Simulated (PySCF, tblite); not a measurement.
# C₁₂H₁₀Se: NMR shieldings, part 1 of 3

What do calculations give for the NMR shieldings of C₁₂H₁₀Se (`c1ccc([Se]c2ccccc2)cc1`)?

Computed with tblite 0.8.0 and PySCF 2.14.0 and routines of our own; the level stands in each step. Atoms count from 0.

## 1. The starting structure

23 atoms, charge 0, multiplicity 1; geometry from: force field or distance geometry start.

## 2. Geometry optimisation with GFN2-xTB

Job settings and geometry (Å):

```
{"job": {"kind": "relax", "xc": "GFN2-xTB", "basis": "xTB"}, "charge": 0, "multiplicity": 1}
C     -3.844600     0.511600    -0.602300
C     -2.846700     1.299100    -0.111100
C     -1.677000     0.740000     0.467000
C     -1.550800    -0.620300     0.516000
Se    -0.026600    -1.508400     1.276800
C      1.528700    -0.605400     0.631700
C      1.899000     0.666600     1.025300
C      3.054500     1.287500     0.541300
C      3.878900     0.623400    -0.380600
C      3.493200    -0.648500    -0.766500
C      2.349000    -1.266500    -0.282900
C     -2.568600    -1.413700     0.024500
C     -3.719700    -0.865100    -0.529300
H     -4.753900     0.907100    -1.046700
H     -2.971500     2.378000    -0.156800
H     -0.919400     1.398800     0.856700
H      1.307400     1.224100     1.735800
H      3.339700     2.260900     0.836200
H      4.770800     1.104400    -0.764100
H      4.129400    -1.179400    -1.480500
H      2.134100    -2.251100    -0.635800
H     -2.526400    -2.506500     0.038800
H     -4.484400    -1.509900    -0.910600
```

Run with:

```bash
$ OMP_NUM_THREADS=1 python heavy_run.py task.json out
```

One launch serves the whole session: the jobs run in the order shown.

Output:

```text
step      E/eV     max force
  0    -922.89076    1.785
  1    -922.98549    0.815
  2    -923.01817    0.358
  3    -923.03620    0.271
  4    -923.04650    0.246
  5    -923.05359    0.280
  6    -923.05880    0.204
  7    -923.06168    0.116
  8    -923.06331    0.122
  9    -923.06485    0.114
 10    -923.06641    0.146
 11    -923.06767    0.124
 12    -923.06884    0.078
 13    -923.07029    0.100
 14    -923.07195    0.108
 15    -923.07330    0.091
 16    -923.07424    0.082
 17    -923.07507    0.081
 18    -923.07602    0.073
 19    -923.07691    0.059
 20    -923.07756    0.053
 21    -923.07806    0.052
 22    -923.07864    0.069
 23    -923.07936    0.068
 24    -923.08004    0.059
 25    -923.08056    0.051
 26    -923.08100    0.052
 27    -923.08140    0.044
 28    -923.08175    0.033
 29    -923.08206    0.037
 30    -923.08243    0.055
 31    -923.08302    0.072
 32    -923.08385    0.071
 33    -923.08477    0.063
 34    -923.08564    0.064
 35    -923.08661    0.077
 36    -923.08791    0.096
 37    -923.08970    0.105
 38    -923.09191    0.115
 39    -923.09441    0.111
 40    -923.09716    0.121
 41    -923.10021    0.142
 42    -923.10316    0.117
 43    -923.10575    0.128
 44    -923.10812    0.147
 45    -923.11066    0.141
 46    -923.11310    0.132
 47    -923.11496    0.102
 48    -923.11633    0.094
 49    -923.11740    0.089
 50    -923.11863    0.108
 51    -923.12009    0.091
 52    -923.12113    0.057
 53    -923.12177    0.064
 54    -923.12241    0.067
 55    -923.12343    0.081
 56    -923.12495    0.102
 57    -923.12673    0.107
 58    -923.12844    0.084
 59    -923.12967    0.091
 60    -923.13059    0.077
 61    -923.13127    0.068
 62    -923.13194    0.053
 63    -923.13242    0.048
 64    -923.13283    0.035
 65    -923.13314    0.040
 66    -923.13340    0.039
 67    -923.13368    0.039
 68    -923.13407    0.044
 69    -923.13469    0.064
 70    -923.13558    0.078
 71    -923.13663    0.070
 72    -923.13768    0.079
 73    -923.13876    0.078
 74    -923.14003    0.115
 75    -923.14158    0.091
 76    -923.14300    0.093
 77    -923.14405    0.092
 78    -923.14475    0.069
 79    -923.14547    0.071
 80    -923.14631    0.057
 81    -923.14719    0.060
 82    -923.14819    0.069
 83    -923.14944    0.089
 84    -923.15097    0.091
 85    -923.15248    0.086
 86    -923.15353    0.081
 87    -923.15447    0.100
 88    -923.15545    0.078
 89    -923.15673    0.048
 90    -923.15767    0.054
 91    -923.15879    0.077
 92    -923.15989    0.096
 93    -923.16182    0.100
 94    -923.16413    0.095
 95    -923.15579    0.261
 96    -923.16682    0.064
 97    -923.16780    0.059
 98    -923.16910    0.124
 99    -923.17027    0.091
100    -923.17112    0.060
101    -923.17297    0.051
102    -923.17531    0.074
103    -923.17655    0.093
104    -923.17771    0.083
105    -923.17880    0.051
106    -923.17936    0.062
107    -923.17984    0.050
108    -923.18029    0.041
109    -923.18061    0.034
110    -923.18085    0.028
111    -923.18109    0.036
112    -923.18129    0.032
113    -923.18147    0.030
114    -923.18162    0.024
115    -923.18173    0.021
116    -923.18181    0.018
117    -923.18188    0.017
118    -923.18195    0.016
119    -923.18203    0.015
120    -923.18212    0.018
121    -923.18221    0.018
122    -923.18231    0.020
123    -923.18239    0.019
124    -923.18246    0.018
125    -923.18252    0.014
126    -923.18257    0.016
127    -923.18264    0.018
128    -923.18273    0.018
129    -923.18282    0.023
130    -923.18290    0.023
131    -923.18297    0.014
132    -923.18303    0.012
133    -923.18307    0.011
134    -923.18310    0.012
135    -923.18314    0.012
136    -923.18318    0.011
137    -923.18322    0.011
138    -923.18324    0.009
```

It took 1.4 s on 1 thread of Arm Neoverse V2, shared host; peak memory 0.18 GiB.

The steps of the relaxation: (not every step is listed)

```
step  energy from step 0 (eV)  largest force (eV/Å)
   0                   0.0000                1.7848
   1                  -0.0947                0.8151
   2                  -0.1274                0.3578
   3                  -0.1454                0.2705
   4                  -0.1557                0.2457
   5                  -0.1628                0.2800
   6                  -0.1680                0.2045
   7                  -0.1709                0.1163
   8                  -0.1726                0.1215
  20                  -0.1868                0.0526
  32                  -0.1931                0.0707
  44                  -0.2174                0.1466
  56                  -0.2342                0.1016
  68                  -0.2433                0.0441
  80                  -0.2555                0.0569
  92                  -0.2691                0.0959
 104                  -0.2870                0.0826
 116                  -0.2911                0.0175
 128                  -0.2920                0.0181
 133                  -0.2923                0.0110
 134                  -0.2923                0.0119
 135                  -0.2924                0.0119
 136                  -0.2924                0.0108
 137                  -0.2925                0.0108
 138                  -0.2925                0.0088
```

Distances of close pairs at the start and the end, largest changes first:

```
  bond  before (Å)  after (Å)  change (Å)
 C1–C2       1.420      1.384      -0.036
Se4–C5       1.911      1.935      +0.024
C7–H17       1.056      1.080      +0.024
 C0–C1       1.363      1.384      +0.021
 C2–C3       1.367      1.386      +0.019
 C7–C8       1.404      1.385      -0.019
 C6–C7       1.398      1.384      -0.014
C9–H19       1.094      1.080      -0.014
```

The end geometry stands in the next job.

## 3. Vibrational analysis with GFN2-xTB

Job settings and geometry (Å):

```
{"job": {"kind": "ir", "xc": "GFN2-xTB", "basis": "xTB"}, "charge": 0, "multiplicity": 1}
C     -3.631336     0.351175    -0.885130
C     -2.364899     0.887488    -1.041822
C     -1.280486     0.331707    -0.386256
C     -1.467454    -0.776595     0.425424
Se    -0.034107    -1.606703     1.402665
C      1.470217    -0.576922     0.754891
C      2.096752     0.320822     1.605053
C      3.177747     1.054977     1.148691
C      3.630238     0.889993    -0.149609
C      3.006047    -0.015211    -0.993118
C      1.928339    -0.756151    -0.542299
C     -2.737473    -1.319774     0.584980
C     -3.814332    -0.753382    -0.068521
H     -4.474077     0.792576    -1.395540
H     -2.216316     1.749109    -1.676420
H     -0.296335     0.761754    -0.506857
H      1.735164     0.443321     2.615864
H      3.665191     1.758302     1.808089
H      4.472444     1.465340    -0.504945
H      3.363851    -0.149362    -2.003527
H      1.437952    -1.467422    -1.191989
H     -2.871802    -2.182233     1.224162
H     -4.800076    -1.175825     0.059230
```

Output:

```text
mode    cm-1     km/mol
  1     -16.9      0.28
  2      29.3      0.05
  3      56.8      0.05
  4     150.5      0.14
  5     178.5      0.20
  6     213.5      0.24
  7     230.3      0.52
  8     293.3      0.17
  9     299.9      3.98
 10     364.1      0.05
 11     366.9      0.03
 12     423.1      1.08
 13     440.3      5.75
 14     582.8      0.07
 15     583.4      0.05
 16     632.6     10.89
 17     638.7      0.84
 18     645.5      0.48
 19     652.0      1.87
 20     735.0     33.36
 21     739.4     18.45
 22     863.2      0.15
 23     869.4      0.15
 24     886.2      0.07
 25     897.8      0.04
 26     921.5      0.02
 27     925.5      0.01
 28     926.8      0.02
 29     932.3      0.03
 30     951.8     26.38
 31     954.5      7.03
 32    1075.7     12.57
 33    1077.3      9.45
 34    1083.0      4.50
 35    1088.4      2.94
 36    1113.3      1.51
 37    1118.5      0.38
 38    1179.2      0.24
 39    1180.0      0.13
 40    1190.8      2.77
 41    1196.5      1.52
 42    1270.7      0.61
 43    1274.3      1.18
 44    1313.4      0.98
 45    1320.5      0.28
 46    1424.6      0.54
 47    1426.7      2.39
 48    1442.9      7.06
 49    1443.9     23.77
 50    1577.8      5.92
 51    1578.3     24.03
 52    1580.9     13.47
 53    1581.5     28.26
 54    3058.3     15.53
 55    3070.3     11.91
 56    3071.3      5.52
 57    3073.3      3.00
 58    3078.7     10.50
 59    3079.0      4.32
 60    3083.4     58.62
 61    3084.5     63.72
 62    3092.9     56.04
 63    3095.0     56.24
```

It took 1.2 s on 1 thread of Arm Neoverse V2, shared host; peak memory 0.18 GiB.

Which atoms move in the most intense modes:

```
cm⁻¹  km/mol                                   atoms
 735    33.4  H13 20 %, H14 15 %, H22 15 %, H15 14 %
 952    26.4     C2 13 %, C11 13 %, C0 11 %, C3 11 %
1578    24.0     C12 14 %, C7 13 %, C2 12 %, C0 12 %
1582    28.3                       C1 23 %, C11 19 %
3083    58.6            H22 46 %, H14 28 %, H15 13 %
3084    63.7            H19 32 %, H17 31 %, H16 20 %
3093    56.0            H18 47 %, H19 20 %, H17 19 %
3095    56.2            H13 57 %, H22 20 %, H14 11 %
```

## 4. NMR shieldings: PBE0/pcSseg-1 Se:us-x2c-TZVPall-2c (PBE0), spin–orbit

Settings changed since step 3:

```diff
@@ -1,2 +1,2 @@
-{"job": {"kind": "ir", "xc": "GFN2-xTB", "basis": "xTB"}, "charge": 0, "multiplicity": 1}
+{"job": {"kind": "hnmr", "xc": "PBE0", "basis": {"default": "pcSseg-1", "Se": "us-x2c-TZVPall-2c"}, "rel": "so"}, "charge": 0, "multiplicity": 1}
 C     -3.631336     0.351175    -0.885130
```

Method: PBE0/pcSseg-1 Se:us-x2c-TZVPall-2c GIAO NMR shielding, X2C with spin-orbit coupling, screened-nuclear two-electron part, Gaussian nuclei, gas phase.

Output:

```text
spin-free SCF
coarse grid: 94216 points
cycle   1  E = -2892.4189034417  dE =  2.362e+00  |g| = 4.609e-01  |ddm| = 5.051e+00
cycle   2  E = -2892.4154767707  dE =  3.427e-03  |g| = 4.756e-01  |ddm| = 1.132e+00
cycle   3  E = -2892.4678989717  dE = -5.242e-02  |g| = 9.214e-02  |ddm| = 5.171e-01
cycle   4  E = -2892.4696592427  dE = -1.760e-03  |g| = 5.645e-02  |ddm| = 1.872e-01
cycle   5  E = -2892.4705273346  dE = -8.681e-04  |g| = 1.438e-02  |ddm| = 7.026e-02
cycle   6  E = -2892.4705827929  dE = -5.546e-05  |g| = 5.094e-03  |ddm| = 1.863e-02
cycle   7  E = -2892.4705861053  dE = -3.312e-06  |g| = 8.896e-04  |ddm| = 3.820e-03
final grid: 201296 points
cycle   8  E = -2892.4706272169  dE =  3.192e-07  |g| = 1.537e-03  |ddm| = 3.976e-03
cycle   9  E = -2892.4706256520  dE =  1.565e-06  |g| = 2.800e-03  |ddm| = 4.372e-03
cycle  10  E = -2892.4706278830  dE = -2.231e-06  |g| = 1.619e-04  |ddm| = 2.866e-03
cycle  11  E = -2892.4706278900  dE = -7.008e-09  |g| = 3.481e-05  |ddm| = 1.812e-04
converged SCF energy = -2892.4706278900
two-component SCF
cycle   1  E = -2892.4162985464  dE = -2.892e+03  |FDS-SDF| = 8.051e+00
cycle   2  E = -2892.5329795762  dE = -1.167e-01  |FDS-SDF| = 8.546e-02
cycle   3  E = -2892.5330826036  dE = -1.030e-04  |FDS-SDF| = 2.966e-03
cycle   4  E = -2892.5330907800  dE = -8.176e-06  |FDS-SDF| = 1.215e-03
cycle   5  E = -2892.5330919889  dE = -1.209e-06  |FDS-SDF| = 8.011e-04
cycle   6  E = -2892.5330923397  dE = -3.508e-07  |FDS-SDF| = 1.685e-04
cycle   7  E = -2892.5330923580  dE = -1.833e-08  |FDS-SDF| = 1.121e-04
cycle   8  E = -2892.5330923627  dE = -4.679e-09  |FDS-SDF| = 2.633e-05
converged, E = -2892.5330923627

Field gradients (au) and densities at the nuclei (bohr^-3)
atom        Vxx        Vyy        Vzz        centre      nuclear mean
  0 C     -0.1220    -0.1761     0.2981        114.602        114.602
  1 C     -0.1349    -0.1958     0.3306        114.616        114.616
  2 C     -0.1202    -0.1624     0.2826        114.605        114.605
  3 C      0.1026     0.2067    -0.3094        114.605        114.604
  4 Se     1.3990     4.9133    -6.3123      35311.479      35287.633
  5 C      0.1118     0.1837    -0.2955        114.601        114.601
  6 C     -0.1484    -0.1871     0.3355        114.636        114.636
  7 C     -0.1383    -0.1892     0.3275        114.616        114.616
  8 C     -0.1436    -0.1960     0.3396        114.615        114.615
  9 C     -0.1386    -0.1888     0.3274        114.617        114.617
 10 C     -0.1473    -0.1851     0.3324        114.638        114.638
 11 C     -0.1069    -0.1558     0.2627        114.601        114.601
 12 C     -0.1344    -0.1927     0.3271        114.614        114.613
 13 H     -0.1534    -0.1754     0.3288          0.390          0.390
 14 H     -0.1535    -0.1730     0.3265          0.390          0.390
 15 H     -0.1481    -0.1719     0.3200          0.387          0.387
 16 H     -0.1523    -0.1702     0.3225          0.388          0.388
 17 H     -0.1530    -0.1729     0.3259          0.389          0.389
 18 H     -0.1535    -0.1729     0.3264          0.390          0.390
 19 H     -0.1531    -0.1729     0.3260          0.389          0.389
 20 H     -0.1519    -0.1696     0.3215          0.388          0.388
 21 H     -0.1477    -0.1745     0.3221          0.390          0.390
 22 H     -0.1537    -0.1735     0.3271          0.390          0.390
without picture change
  4 Se                          -6.5146                     53191.045

Core orbital energies (eV)
atom   shell        mean    spread
  4 Se 1s       -12552.239   0.000
  4 Se 2s        -1628.293   0.000
  4 Se 3s         -222.013   0.000
  4 Se 4s          -20.638   0.000
  4 Se 2p1/2     -1459.011   0.000
  4 Se 2p3/2     -1417.462   0.059
  4 Se 3p1/2      -163.725   0.000
  4 Se 3p3/2      -157.768   0.192
  4 Se 3d3/2       -57.306   0.234
  4 Se 3d5/2       -56.427   0.301

Shielding tensors (ppm)
atom      isotropic    diamagn.    paramagn.     s11        s22        s33       span
  0 C        57.62      253.67     -196.05     -49.49      43.79     178.55     228.04
  1 C        52.23      252.79     -200.56     -59.82      41.61     174.90     234.72
  2 C        55.51      253.89     -198.39     -51.90      43.16     175.27     227.16
  3 C        41.78      253.85     -212.07     -51.37      27.52     149.18     200.55
  4 Se     1580.60     2879.84    -1299.24    1169.19    1586.80    1985.80     816.61
  5 C        52.04      255.30     -203.26     -52.66      33.99     174.80     227.45
  6 C        42.73      250.01     -207.28     -64.59      38.33     154.44     219.03
  7 C        51.57      254.10     -202.53     -59.07      38.49     175.30     234.37
  8 C        51.88      253.56     -201.69     -59.21      34.18     180.65     239.86
  9 C        51.68      253.81     -202.12     -58.96      38.56     175.46     234.42
 10 C        41.09      250.26     -209.17     -66.36      32.93     156.68     223.04
 11 C        55.91      249.74     -193.83     -50.82      50.24     168.31     219.13
 12 C        53.31      253.90     -200.59     -56.79      40.97     175.75     232.54
 13 H        24.41       28.69       -4.28      21.06      25.62      26.56       5.50
 14 H        24.41       32.09       -7.68      20.51      24.29      28.41       7.90
 15 H        24.91       35.77      -10.86      18.29      22.57      33.86      15.58
 16 H        23.50       32.81       -9.31      18.55      22.06      29.90      11.35
 17 H        23.91       28.96       -5.05      20.55      24.38      26.80       6.25
 18 H        23.89       28.37       -4.48      20.74      24.71      26.21       5.46
 19 H        23.92       30.21       -6.29      20.71      24.02      27.02       6.31
 20 H        23.56       32.98       -9.42      19.05      21.08      30.56      11.51
 21 H        24.13       31.62       -7.49      19.50      22.53      30.35      10.85
 22 H        24.21       27.75       -3.54      20.80      25.01      26.83       6.03
```

It took 11 min on 1 thread of Arm Neoverse V2, shared host; peak memory 2.5 GiB.

From this job:

```
                       quantity       value
energy from spin-orbit coupling  -0.0625 Eh
```

(Continued in part 2 of 3.)
